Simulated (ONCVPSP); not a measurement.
# Pseudopotential generation for P: ONCV, PBE

Do these settings give a usable potential? It is generated, then checked for transferability, scattering, ghosts and hardness.

Method: ONCVPSP 4.0.1.1 (patched build), PBE, scalar-relativistic.

## 1. The atom and the settings

Typed settings, in words:

```json
{"element": "phosphorus (P, Z = 15)", "type": "optimised norm-conserving Vanderbilt (ONCV)", "frozen core": "[Ne]", "valence charge": "5", "reference configuration": "3s2 3p3", "partial waves": "3s: rc 1.30 bohr, ncon 4, nbas 7, qcut 5.3 1/bohr, 2 projectors, debl 1.5 Ha; 3p: rc 1.70 bohr, ncon 4, nbas 7, qcut 3.9 1/bohr, 2 projectors, debl 3.3 Ha; d scattering state at 0.34 Ha: rc 1.30 bohr, ncon 4, nbas 7, qcut 8.2 1/bohr, local", "local potential": "the d channel", "core correction": "not asked for"}
```

The nodes and maxima of the atom's own shells, from an earlier all-electron run, set the scale for the radii.

All-electron outer shells of the reference configuration (PBE, scalar-relativistic, ld1.x):

```tsv
shell	level (eV)	outermost node (bohr)	outermost maximum (bohr)
2s	-173.99	0.14	0.42
2p	-124.49	–	0.36
3s	-13.97	0.65	1.58
3p	-5.51	0.64	1.83
```

## 2. Generation

File P.dat:

```
# ATOM AND REFERENCE CONFIGURATION
# atsym  z   nc   nv     iexc    psfile
  P 15.00    3    2        4      upf
#
#   n    l    f
    1    0    2.00
    2    0    2.00
    2    1    6.00
    3    0    2.00
    3    1    3.00
#
# PSEUDOPOTENTIAL AND OPTIMIZATION
# lmax
    2
#
#   l,   rc,      ep,       ncon, nbas, qcut
    0    1.30    0.00    4    7    5.30
    1    1.70    0.00    4    7    3.90
    2    1.30    0.34    4    7    8.20
#
# LOCAL POTENTIAL
# lloc, lpopt,  rc(5),   dvloc0
    2    5    1.30    0.00
#
# VANDERBILT-KLEINMAN-BYLANDER PROJECTORs
# l, nproj, debl
    0    2    1.50
    1    2    3.30
    2    0    2.30
#
# MODEL CORE CHARGE
# icmod, fcfact, rcfact
    0    0.00    0.00
#
# LOG DERIVATIVE ANALYSIS
# epsh1, epsh2, depsh
   -2.00    5.00    0.02
#
# OUTPUT GRID
# rlmax, drl
    6.00    0.01
#
# TEST CONFIGURATIONS
# ncnf
    4
# nvcnf
#   n    l    f
    2
    3    0    2.00
    3    1    2.00
#
    2
    3    0    2.00
    3    1    1.00
#
    2
    3    0    2.00
    3    1    0.00
#
    2
    3    0    1.00
    3    1    4.00
#
```

On the command line:

```
$ oncvpsp.x < P.dat > P.out
```

What does the calculation give? Wanted: cutoffs for 1 and 0.1 mHa per electron, occupied waves; bound ghosts; GHOST(+) flags; largest test error; largest phase difference near zero energy, channels read.

**Answer**, as computed:

```
                                                quantity                 value
  cutoffs for 1 and 0.1 mHa per electron, occupied waves       11 Ha and 66 Ha
                                            bound ghosts       s at -155.14 eV
                                          GHOST(+) flags    none at low energy
                            largest test error (AE − PS)  +20 meV, for 3s2 3p0
largest phase difference near zero energy, channels read             0.001 rad
```

**Reading.** A bound ghost (s) makes it unfit for use: electrons can fall into a state that the atom doesn't have. The worst unpolarised test, 3s2 3p0, is off by 20 meV on 58.6 eV; by total energies transferability rates as good. Atomic tests can pass in spite of a ghost, since they solve only for the levels asked. By its cutoff, 11 Ha for the looser tolerance, it is soft on the atom at that tolerance. The tighter tolerance needs 66 Ha, and converged work needs a cutoff nearer that. At the looser tolerance the 3s wave is the slowest; 3p needs 4 Ha. That counts occupied waves only; other projectors can need more. Near zero energy the phases of the channels with partial waves agree within 0.001 rad.
